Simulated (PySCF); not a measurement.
# C7H5N: the cost of one run

Program: PySCF 2.14.0. Level of theory: levels as typed in each script, gas phase, geometry from GFN2-xTB. These are calculated values, not measurements.

### 1 Where the work starts

SMILES `N#Cc1ccccc1`, 13 atoms, charge 0, spin multiplicity 1.

Bond lengths: N1–C2 1.146 Å, C2–C3 1.414 Å, C3–C4 1.395 Å, C3–C8 1.396 Å, C4–C5 1.382 Å, C4–H9 1.080 Å, C5–C6 1.387 Å, C5–H10 1.080 Å, C6–C7 1.386 Å, C6–H11 1.080 Å, C7–C8 1.382 Å, C7–H12 1.080 Å, C8–H13 1.080 Å. Angles: N1–C2–C3 180.0°, C2–C3–C4 119.9°, C2–C3–C8 119.9°, C4–C3–C8 120.3°, C3–C4–C5 119.6°, C3–C4–H9 119.6°, C5–C4–H9 120.8°, C4–C5–C6 120.2°, C4–C5–H10 119.8°, C6–C5–H10 120.1°, C5–C6–C7 120.2°, C5–C6–H11 119.9°, C7–C6–H11 119.9°, C6–C7–C8 120.2°, C6–C7–H12 120.0°, C8–C7–H12 119.8°, C3–C8–C7 119.5°, C3–C8–H13 119.6° and more.

Geometry (Å):

```xyz
13
charge 0, multiplicity 1
N    -3.1686   -0.0006    0.0000
C    -2.0222    0.0003    0.0000
C    -0.6078    0.0005    0.0000
C     0.0869    1.2098    0.0000
C     1.4686    1.2023    0.0000
C     2.1594   -0.0003    0.0000
C     1.4688   -1.2020    0.0000
C     0.0871   -1.2097    0.0000
H    -0.4618    2.1401    0.0000
H     2.0096    2.1368    0.0000
H     3.2392   -0.0006    0.0000
H     2.0100   -2.1364    0.0000
H    -0.4614   -2.1402    0.0000
```

### 2 Excited states (wB97X/cc-pvdz)

Input file input.py:

```python
import numpy as np
from pyscf import gto, scf, dft, tdscf
from pyscf.scf import atom_ks, atom_hf
from scipy.linalg import block_diag

def solve(mol, dm0=None, hcore=None):
    mf = (dft.UKS if mol.spin else dft.RKS)(mol, xc='wb97x')
    mf.grids.level = 3
    mf = mf.density_fit(auxbasis='def2-universal-jkfit')
    mf.conv_tol, mf.max_cycle = 1e-8, 80
    if hcore is not None:
        mf.get_hcore = lambda *args: hcore
    mf.kernel(dm0)
    if not mf.converged:
        mf = mf.newton().run(mf.mo_coeff, mf.mo_occ, max_cycle=30)
    assert mf.converged, 'SCF not converged'
    return mf

mol = gto.M(atom='''
N     -3.16861    -0.00061     0.00000
C     -2.02224     0.00031     0.00000
C     -0.60784     0.00048     0.00000
C      0.08688     1.20975     0.00000
C      1.46862     1.20227     0.00000
C      2.15938    -0.00034     0.00000
C      1.46885    -1.20198     0.00000
C      0.08711    -1.20972     0.00000
H     -0.46178     2.14009     0.00000
H      2.00961     2.13676     0.00000
H      3.23924    -0.00059     0.00000
H      2.01001    -2.13637     0.00000
H     -0.46138    -2.14017     0.00000
''', basis='cc-pvdz', charge=0, spin=0, verbose=4)
mf = solve(mol)
td = mf.TDA()
td.nstates, td.singlet, td.conv_tol = 5, True, 1e-5
td.kernel()
td.analyze()
x, y = np.array([p[0] for p in td.xy]), np.array([p[1] + 0 * p[0] for p in td.xy])
f, mu = td.oscillator_strength(), td.transition_dipole()
nto = [td.get_nto(state=i + 1, verbose=4) for i in range(len(td.e))]
# spherically averaged free atoms, for the promolecule
atm = atom_ks.get_atm_nrks(mol, xc='wb97x')
pro = block_diag(*[(atm[a[0]][2] * atm[a[0]][3]) @ atm[a[0]][2].T for a in mol._atom])
np.savez('result.npz', e=td.e, f=f, ok=td.converged, w=[n[0] for n in nto], nto=[n[1] for n in nto], x=x, y=y, c=mf.mo_coeff, occ=mf.mo_occ, eps=mf.mo_energy, pro=pro, mu=mu)
```

Launch:

```bash
$ OMP_NUM_THREADS=1 python input.py
```

Q: Estimate wall time and peak memory on 1 thread of Arm Neoverse V1, shared host.

About 11 min, with a peak of 0.81 GiB.
